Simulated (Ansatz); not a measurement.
# TaO2: the cost of one run

Computed with Ansatz 0.2.0 (DFT PBEsol, scalar-relativistic, plane waves, PAW, unless a step's input says otherwise).

1 further run of the same task is left out (set aside as unsound or not needed).

## Step 1: The system as given

It takes space group P4_2/mnm (No. 136, tetragonal). The conventional cell has a = 4.951 Å, b = 4.951 Å, c = 2.851 Å, α = 90.00°, β = 90.00°, γ = 90.00°. Ta (site symmetry mmm) is surrounded by 6 O at 2.01 to 2.07 Å. O (site symmetry m2m) is surrounded by 3 Ta at 2.01 to 2.07 Å.

Coordinates:

```
CELL_PARAMETERS angstrom
4.95094 0.00000 0.00000
0.00000 4.95094 0.00000
0.00000 0.00000 2.85082
ATOMIC_POSITIONS crystal
Ta 0.00000 0.00000 0.50000
Ta 0.50000 0.50000 0.00000
O 0.71344 0.28656 0.50000
O 0.28656 0.71344 0.50000
O 0.21344 0.21344 0.00000
O 0.78656 0.78656 0.00000
```

It goes back to an entry of the Materials Project, which need not be the stable form.

This cell was relaxed beforehand with the same method: volume 11.65 Å³/atom, gap on the mesh none (metal).

## Step 2: Electronic structure at the relaxed geometry

Contents of input.yaml:

```yaml
crystal:
  lattice:
    - [5.007146, 0.0, 0.0]
    - [0.0, 5.007146, 0.0]
    - [0.0, 0.0, 2.876101]
  atoms:
    - { symbol: Ta, position: [0.0, 0.0, 0.5], spin: 1.0 }
    - { symbol: Ta, position: [0.5, 0.5, 0.0], spin: 1.0 }
    - { symbol: O, position: [0.714724, 0.285276, 0.5] }
    - { symbol: O, position: [0.285276, 0.714724, 0.5] }
    - { symbol: O, position: [0.214724, 0.214724, 0.0] }
    - { symbol: O, position: [0.785276, 0.785276, 0.0] }
basis:
  ecutwfc: 420
kpoints:
  mp_grid: { grid: [4, 4, 6] }
hamiltonian:
  xc: pbesol
scf:
  occupations: { method: gaussian, width: 0.1 }
  lower_state_search: "off"
output:
  forces: true
  stress: true
  eigenvalues: true
  populations: true
magnetization:
  spin_polarized: true
```

The run is started by

```bash
ansatz run input.yaml --threads 1 --pin off --max-ram 2560MiB --backend cpu --events-out ev --progress --plain --runs-dir out
```

Q: Estimate wall time and peak memory on 1 thread of Intel Xeon Platinum 8488C (Sapphire Rapids), shared host.

About 14 s, with a peak of 0.42 GiB.
